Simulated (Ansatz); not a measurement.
# ClF2H4MgN: the cost of one run

Method: RKS BLYP/def2-mTZVP, in Ansatz 0.2.0.

### Step 1. The structure to begin with

Bond lengths: Mg1–N2 2.474 Å, Mg1–Cl3 2.132 Å, Mg1–F5 2.347 Å, N2–H8 1.011 Å, N2–H9 1.012 Å. Angles: Mg1–N2–H8 119.3°, Mg1–N2–H9 115.8°, H8–N2–H9 108.3°, N2–Mg1–Cl3 134.8°, N2–Mg1–F5 89.6°, Cl3–Mg1–F5 124.2°.

Structure file:

```xyz
9

Mg   -1.4674    0.3211   -0.6616
N     0.2881   -1.2540    0.0860
Cl   -2.6349    0.5395   -2.4324
H     0.6826    1.5532    0.7926
F    -0.3112    2.0774    0.3819
H     1.0514   -0.3117    0.6430
F     1.5116    0.7273    1.0509
H     0.0652   -1.9454    0.7891
H     0.8146   -1.7074   -0.6496
```

### Step 2. A restrained relaxation towards end A

Springs on the bonds that form and break draw the guess towards this end; the thresholds are loose.

Contents of input.yaml:

```yaml
crystal:
  periodic: [false, false, false]
  atoms:
    - { symbol: Mg, position_ang: [-1.4674, 0.3211, -0.6616] }
    - { symbol: "N", position_ang: [0.2881, -1.254, 0.086] }
    - { symbol: Cl, position_ang: [-2.6349, 0.5395, -2.4324] }
    - { symbol: H, position_ang: [0.6826, 1.5532, 0.7926] }
    - { symbol: F, position_ang: [-0.3112, 2.0774, 0.3819] }
    - { symbol: H, position_ang: [1.0514, -0.3117, 0.643] }
    - { symbol: F, position_ang: [1.5116, 0.7273, 1.0509] }
    - { symbol: H, position_ang: [0.0652, -1.9454, 0.7891] }
    - { symbol: H, position_ang: [0.8146, -1.7074, -0.6496] }
basis:
  gaussian: { orbitals: def2-mTZVP }
hamiltonian:
  xc: blyp
relax:
  f_tol: 0.15
  max_steps: 25
  restrain:
    - { distance: [0, 4], at: 3.28, k: 30.0 }
    - { distance: [3, 6], at: 2.18, k: 30.0 }
    - { distance: [5, 1], at: 2.32, k: 30.0 }
    - { distance: [0, 1], at: 2.12, k: 30.0 }
    - { distance: [3, 4], at: 0.88, k: 30.0 }
    - { distance: [5, 6], at: 0.88, k: 30.0 }
```

Started as:

```sh
$ ansatz run input.yaml --threads 4 --pin off --max-ram 5120MiB --backend cpu --events-out ev --progress --plain --runs-dir out
```

What time and memory should one allow on 4 threads of Arm Neoverse N1, shared host?

About 18 s, with a peak of 0.15 GiB.
